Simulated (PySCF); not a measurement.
# One shape, several levels: singlet [SiClF2]+

Aim: a comparison of 6 runs (B3LYP/STO-3G, PBE/STO-3G, SVWN5/STO-3G, MP2/STO-3G, CCSDT(Q)/STO-3G, CISD/STO-3G) of singlet [SiClF2]+. The job is set up through a Python script.

The results are computed with PySCF 2.14.0.

3 further runs of the same task are left out: 3 set aside as unsound or not needed.

**1. The system as given**

[SiClF2]+ has 4 atoms, charge +1, and is taken as a singlet. SMILES of the parent species: `F[Si](F)Cl`. The coordinates come from a PBE0-D4/def2-TZVP relaxation. That shape belongs to the parent species and isn't relaxed for this state.

Bond lengths: F1–Si2 1.585 Å, Si2–F3 1.585 Å, Si2–Cl4 2.036 Å. Angles: F1–Si2–F3 107.0°, F1–Si2–Cl4 108.9°, F3–Si2–Cl4 108.9°.

**2. A single-point energy at B3LYP/STO-3G (run 1)**

The input, input.py:

```python
from pyscf import gto, dft

molecule = gto.M(
    atom='''
F      1.308200     0.129000     0.798000
Si     0.221200    -0.316500    -0.265700
F     -0.871800    -1.157400     0.514900
Cl    -0.657600     1.344900    -1.047300
''',
    charge=1,
    basis='sto-3g',
    verbose=3,
    max_memory=1860,
)

mf = dft.RKS(molecule, xc='b3lyp')
mf.conv_tol = 1e-10
mf.grids.level = 5
mf.kernel()
if not mf.converged:
    mf = mf.newton().run(mf.mo_coeff, mf.mo_occ)

e_final = mf.e_tot
print('E = %.10f Eh' % e_final)
```

Run with:

```console
$ OMP_NUM_THREADS=1 python input.py
```

The log of the run:

```text
converged SCF energy = -937.874540307477
E = -937.8745403075 Eh
```

Run time: 3.9 s. Hardware: 1 thread of Arm Neoverse V2, shared host; peak memory 0.23 GiB.

**3. A single-point energy at PBE/STO-3G (run 2)**

The input, geometry.xyz:

```xyz
4

F      1.308200     0.129000     0.798000
Si     0.221200    -0.316500    -0.265700
F     -0.871800    -1.157400     0.514900
Cl    -0.657600     1.344900    -1.047300
```

The input, run.py:

```python
from pyscf import gto, dft

system = gto.M(
    atom='geometry.xyz',
    basis='sto-3g',
    charge=1,
    max_memory=1860,
    verbose=4,
    spin=0,
)

ks = dft.RKS(system)
ks.xc = 'pbe'
ks.grids.level = 5
ks.conv_tol = 1e-10
ks.kernel()
if not ks.converged:
    ks = ks.newton().run(ks.mo_coeff, ks.mo_occ)

e_final = ks.e_tot
print('E(%s) = %.9f' % ('PBE', e_final))
```

Run with:

```console
$ OMP_NUM_THREADS=1 python run.py
```

The log of the run:

```text
PySCF version 2.14.0

[... 79 lines left out ...]
converged SCF energy = -937.359827797992
E(PBE) = -937.359827798
```

It took 4.2 s on 1 thread of Arm Neoverse V2, shared host; peak memory 0.23 GiB.

**4. The energy at SVWN5/STO-3G (run 3)**

The input, calc.py:

```python
from pyscf import gto, dft

mol = gto.M(
    atom='''
F      2.472140     0.243775     1.508001
Si     0.418007    -0.598098    -0.502100
F     -1.647463    -2.187169     0.973020
Cl    -1.242684     2.541493    -1.979110
''',
    verbose=3,
    charge=1,
    max_memory=1860,
    spin=0,
    unit='bohr',
    basis='sto-3g',
)

calc0 = dft.RKS(mol, xc='svwn')
calc0.conv_tol = 1e-10
calc0.grids.level = 5
calc0.kernel()
if not calc0.converged:
    calc0 = calc0.newton().run(calc0.mo_coeff, calc0.mo_occ)

e_tot = calc0.e_tot
print(f'total energy: {e_tot:.8f} hartree')
```

Run with:

```console
$ OMP_NUM_THREADS=1 python calc.py
```

The log of the run:

```text
converged SCF energy = -933.913217026226
total energy: -933.91321703 hartree
```

It took 2.3 s on 1 thread of Arm Neoverse V2, shared host; peak memory 0.15 GiB.

Runs 4 to 5 aren't shown in full; the table further down has their settings and results.

**5. The energy at CISD/STO-3G (run 6)**

The input, run.py:

```python
from pyscf import gto, scf, ci

mol = gto.M(
    atom=[
    ('F', (1.308200, 0.129000, 0.798000)),
    ('Si', (0.221200, -0.316500, -0.265700)),
    ('F', (-0.871800, -1.157400, 0.514900)),
    ('Cl', (-0.657600, 1.344900, -1.047300)),
],
    verbose=4,
    max_memory=1860,
    basis='sto-3g',
    charge=1,
)

mf = scf.RHF(mol)
mf.conv_tol = 1e-10
mf.kernel()
if not mf.converged:
    mf = mf.newton().run(mf.mo_coeff, mf.mo_occ)

cisd = ci.CISD(mf, frozen=12)
cisd.kernel()
e_final = cisd.e_tot
print('E(%s) = %.9f' % ('CISD', e_final))
```

Run with:

```console
$ OMP_NUM_THREADS=1 python run.py
```

The log of the run:

```text
PySCF version 2.14.0

[... 60 lines left out ...]
converged SCF energy = -936.044484072917
[... 1 line left out ...]
******** <class 'pyscf.ci.cisd.RCISD'> ********
CISD nocc = 12, nmo = 16
frozen orbitals 12
max_cycle = 50
direct = 0
conv_tol = 1e-09
max_cycle = 50
max_space = 12
lindep = 0
nroots = 1
Init t2, MP2 energy = -0.104568270206794
RCISD converged
E(RCISD) = -936.1632470110911  E_corr = -0.1187629381738868
E(CISD) = -936.163247011
```

It took 0.56 s on 1 thread of Arm Neoverse V2, shared host; peak memory 0.1 GiB.

**6. All runs side by side**

| run | level | integration grid | frozen core orbitals | energy (Eh) | HOMO energy (eV) | LUMO energy (eV) | HOMO–LUMO gap (eV) | wall time |
| --- | --- | --- | --- | --- | --- | --- | --- | --- |
| 1 | B3LYP/STO-3G | 5 | – | -937.874540 | -14.36 | -10.22 | 4.14 | 3.9 s |
| 2 | PBE/STO-3G | 5 | – | -937.359828 | -13.01 | -10.69 | 2.32 | 4.2 s |
| 3 | SVWN5/STO-3G | 5 | – | -933.913217 | -13.03 | -10.75 | 2.27 | 2.3 s |
| 4 | MP2/STO-3G | – | 12 | -936.149052 | -18.44 | -6.72 | 11.73 | 0.6 s |
| 5 | CCSDT(Q)/STO-3G | – | 12 | -936.181856 | -18.44 | -6.72 | 11.73 | 4.8 s |
| 6 | CISD/STO-3G | – | 12 | -936.163247 | -18.44 | -6.72 | 11.73 | 0.56 s |

**7. Outcome**

```
                                           quantity          value
                                run 6: total energy  -936.16325 Eh
         run 6: HOMO energy (Hartree–Fock orbitals)      -18.44 eV
         run 6: LUMO energy (Hartree–Fock orbitals)       -6.72 eV
       run 6: HOMO–LUMO gap (Hartree–Fock orbitals)       11.73 eV
run 6: correlation energy (12 core orbitals frozen)     -118.8 mEh
```

**Reading.** Over runs 1, 2, 3 the HOMO–LUMO gap runs from 2.27 eV (SVWN5/STO-3G) to 4.14 eV (B3LYP/STO-3G). Totals of different functionals can't be ranked against each other. In runs 1, 2, 3, 4, 5, 6 the basis is minimal, so the values are rough. All runs together took 16 s, the longest 4.8 s.
